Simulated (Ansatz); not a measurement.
# CuCl: basis-set convergence

One table from this session's results is given with a row withheld; the runs are named, their logs left out.

The runs use Ansatz 0.2.0, Gaussian basis; one geometry, several basis sets.

The runs, in order: PBE0-D4/def2-SVP; ωB97M-V/def2-SVP; PBE0-D4/def2-QZVPP; ωB97M-V/def2-QZVPP; the functionals' def2-TZVPP values are taken from earlier runs.

## Structure used throughout

All runs share one geometry, relaxed beforehand with PBE0-D4 in a triple-zeta def2 set.

SMILES `[Cl][Cu]`, 2 atoms, charge 0, spin multiplicity 1.

Atoms are counted from 1 here; the program's logs count them from 0.

Bond lengths: Cl1–Cu2 2.076 Å.

Set-up of the first run:

Contents of in.yaml:

```yaml
crystal:
  periodic: [false, false, false]
  atoms:
    - {symbol: Cl, position_ang: [0.898308, -0.345181, 0.446366]}
    - {symbol: Cu, position_ang: [-0.868808, 0.284981, -0.442366]}
basis:
  gaussian: {orbitals: def2-SVP}
hamiltonian: {xc: pbe0, dispersion: d4}
output: {orbitals: {seedname: orbitals}}
```

Among the steps run: PBE0-D4 in def2-SVP; ωB97M-V in def2-SVP; PBE0-D4 in def2-QZVPP; ωB97M-V in def2-QZVPP.

One of the session's tables, all rows but one given; the rest of the session is left out.

It belongs to the step «Functionals by basis». 

| functional | basis | HOMO (eV) | LUMO (eV) |
| --- | --- | --- | --- |
| PBE0-D4 | def2-SVP | -6.82 | -2.41 |
| PBE0-D4 | def2-TZVPP | -7.45 | -2.90 |
| PBE0-D4 | def2-QZVPP | -7.51 | -2.94 |
| ωB97M-V | def2-SVP | -9.11 | -0.80 |
| ωB97M-V | def2-TZVPP | -9.76 | -1.24 |
| ωB97M-V | def2-QZVPP | ? | ? |

**Question.** Estimate the row for ωB97M-V, def2-QZVPP.

As computed: HOMO (eV): -9.83; LUMO (eV): -1.39. In the column «HOMO (eV)» it is the lowest.
